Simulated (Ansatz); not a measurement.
# CH9FN2Si2: up Jacob's ladder to CCSD(T)

Aim: compute CH9FN2Si2 with functionals from several rungs and with coupled cluster. The yardstick is the atomisation energy at the CCSD(T) limit.

The runs use Ansatz 0.2.0, Gaussian basis; functionals in def2-TZVPP, the program's frozen cores in correlated methods.

Plan: PBE-D4, r2SCAN-D4, PBE0-D4, B3LYP-D4, ωB97X-V, ωB97M-V, B2PLYP; CCSD(T)/def2-TZVPP; MP2/def2-QZVPP; extrapolation to the limit.

**1. The geometry**

An earlier PBE0-D4 in a triple-zeta def2 set relaxation fixed the geometry.

SMILES `N[SiH2]C[SiH](N)F`, 15 atoms, charge 0, spin multiplicity 1.

Atoms are counted from 1 here; the program's logs count them from 0.

Bond lengths: N1–Si2 1.734 Å, N1–H7 1.011 Å, N1–H8 1.009 Å, Si2–C3 1.874 Å, Si2–H9 1.488 Å, Si2–H10 1.492 Å, C3–Si4 1.853 Å, C3–H11 1.095 Å, C3–H12 1.094 Å, Si4–N5 1.696 Å, Si4–F6 1.618 Å, Si4–H13 1.482 Å, N5–H14 1.009 Å, N5–H15 1.006 Å. Angles: Si2–N1–H7 117.4°, Si2–N1–H8 117.2°, H7–N1–H8 109.8°, N1–Si2–C3 110.0°, N1–Si2–H9 105.4°, N1–Si2–H10 113.7°, C3–Si2–H9 111.5°, C3–Si2–H10 108.1°, H9–Si2–H10 108.1°, Si2–C3–Si4 113.4°, Si2–C3–H11 108.6°, Si2–C3–H12 109.7°, Si4–C3–H11 109.6°, Si4–C3–H12 107.7°, H11–C3–H12 107.7°, C3–Si4–N5 110.0°, C3–Si4–F6 105.3°, C3–Si4–H13 115.1° and more.

Geometry (Å):

| atom | x (Å) | y (Å) | z (Å) |
| --- | --- | --- | --- |
| N1 | -0.7890 | 1.1704 | 1.2051 |
| Si2 | -1.4298 | -0.3872 | 0.7917 |
| C3 | -0.2387 | -1.2913 | -0.3370 |
| Si4 | 0.9022 | -0.1594 | -1.2599 |
| N5 | 2.0399 | 0.5114 | -0.1959 |
| F6 | -0.0574 | 0.9458 | -1.9490 |
| H7 | -0.7996 | 1.8835 | 0.4889 |
| H8 | -1.0752 | 1.5682 | 2.0867 |
| H9 | -1.6031 | -1.0994 | 2.0864 |
| H10 | -2.7570 | -0.3278 | 0.1132 |
| H11 | -0.8171 | -1.8886 | -1.0489 |
| H12 | 0.3772 | -1.9785 | 0.2509 |
| H13 | 1.6397 | -0.7879 | -2.3815 |
| H14 | 1.7143 | 0.9103 | 0.6724 |
| H15 | 2.8937 | 0.9304 | -0.5230 |

**2. PBE-D4 (GGA)**

in.yaml reads:

```yaml
crystal:
  periodic: [false, false, false]
  atoms:
    - {symbol: N, position_ang: [-0.789019, 1.170425, 1.205067]}
    - {symbol: Si, position_ang: [-1.429843, -0.387183, 0.791732]}
    - {symbol: C, position_ang: [-0.238708, -1.291306, -0.336990]}
    - {symbol: Si, position_ang: [0.902213, -0.159359, -1.259927]}
    - {symbol: N, position_ang: [2.039865, 0.511358, -0.195865]}
    - {symbol: F, position_ang: [-0.057388, 0.945791, -1.949023]}
    - {symbol: H, position_ang: [-0.799648, 1.883548, 0.488910]}
    - {symbol: H, position_ang: [-1.075205, 1.568199, 2.086706]}
    - {symbol: H, position_ang: [-1.603091, -1.099397, 2.086448]}
    - {symbol: H, position_ang: [-2.756960, -0.327797, 0.113170]}
    - {symbol: H, position_ang: [-0.817103, -1.888556, -1.048944]}
    - {symbol: H, position_ang: [0.377203, -1.978499, 0.250896]}
    - {symbol: H, position_ang: [1.639681, -0.787881, -2.381516]}
    - {symbol: H, position_ang: [1.714338, 0.910251, 0.672365]}
    - {symbol: H, position_ang: [2.893674, 0.930406, -0.523018]}
basis:
  gaussian: {orbitals: def2-TZVPP}
hamiltonian: {xc: pbe, dispersion: d4}
output: {forces: true, orbitals: {seedname: orbitals}}
```

On the command line:

```sh
ansatz run in.yaml --threads 2 --pin off --events-out ev --progress --plain --max-ram 22528MiB --backend cuda --devices 0, --max-vram 18GiB
```

After this run come: r2SCAN-D4 (meta-GGA); PBE0-D4 (hybrid); B3LYP-D4 (hybrid); ωB97X-V (range-separated); ωB97M-V (range-separated); B2PLYP (double hybrid); CCSD(T) in def2-TZVPP; MP2 in def2-QZVPP.

**Question.** What will the summary of the whole plan be? Wanted: atomisation energy, CCSD(T)/CBS; farthest; mean size of error, hybrid; mean size of error, range-separated; gap, smallest and largest; T1 diagnostic; triples share of the correlation energy.

The runs gave:

| quantity | value |
| --- | --- |
| atomisation energy, CCSD(T)/CBS | 5440.0 kJ/mol |
| functionals within 27.2 kJ/mol (0.5 %) | B3LYP-D4, ωB97X-V, ωB97M-V |
| farthest | B2PLYP (-74.9 kJ/mol) |
| mean size of error, hybrid | 26.4 kJ/mol |
| mean size of error, range-separated | 16.8 kJ/mol |
| gap, smallest and largest | 5.76 eV (PBE-D4), 12.35 eV (ωB97X-V) |
| T1 diagnostic | 0.0108 |
| triples share of the correlation energy | 3.5 % |

In words: PBE-D4 is off by +30.0 kJ/mol. Double hybrids carry the basis error of their MP2 part in triple zeta, and no dispersion term here, so their miss is partly the set-up's. The reference freezes the cores and leaves out relativity and excitations past (T), so misses under about 27.2 kJ/mol can't be ranked. Hartree-Fock recovers 72 % of the binding; the rest is correlation. Orbital gaps span 5.8 to 12.3 eV; exact exchange widens them.
